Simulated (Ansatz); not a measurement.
**Zr3S2 in Ansatz: the effect of target pressure**

The system is Zr3S2.

```xyz
5
Lattice="2.9025 1.6758 3.4878 -2.9025 1.6758 3.4878 0.0000 -3.3516 3.4878" Properties=species:S:1:pos:R:3 pbc="T T T"
Zr    0.9832    1.7029    5.2317
Zr    0.9832   -1.7029    5.2317
Zr   -1.9663    0.0000    5.2317
S     0.0000    0.0000    6.9583
S     0.0000    0.0000    3.5050
```

The cell comes from a database or a generator and needn't be the stable form of this composition.

Alike in all runs:

* Program: Ansatz 0.2.0
* Task: relaxation of cell and atoms
* Functional: PBEsol
* Potentials or basis: Ansatz PAW
* Cutoff: 420 eV (not typed: the program's choice for these potentials)
* k mesh: 6 × 6 × 6
* Occupations: fermi-dirac, width 0.05 eV
* Spin: no spin polarisation

Each run relaxes the cell or the atoms first.

```tsv
target pressure	relaxed volume (Å³/atom)
0 GPa	19.52
2 GPa	?
5 GPa	18.81
10 GPa	18.21
20 GPa	17.23
30 GPa	16.45
```

**Question.** What does the run with target pressure 2 GPa give?

**Answer.** Relaxed volume 19.22 Å³/atom.

Worked out: In Murnaghan's law V^(-B') rises as a straight line in P. The other rows fit best with B' = 3.6, V0 = 19.52 Å³/atom and B0 = 127 GPa, which gives 19.22 Å³/atom at 2 GPa, against the run's 19.22.

Caveats: the plane-wave basis is chosen anew once the cell has moved, so the energies of steps on either side of that aren't comparable; the PAW data sets come from PBE, with cores solved anew for the run's functional, which leaves a small shift of forces and pressure; the volume moved by over 15 % at a fixed basis, so the end points are rough (some runs).
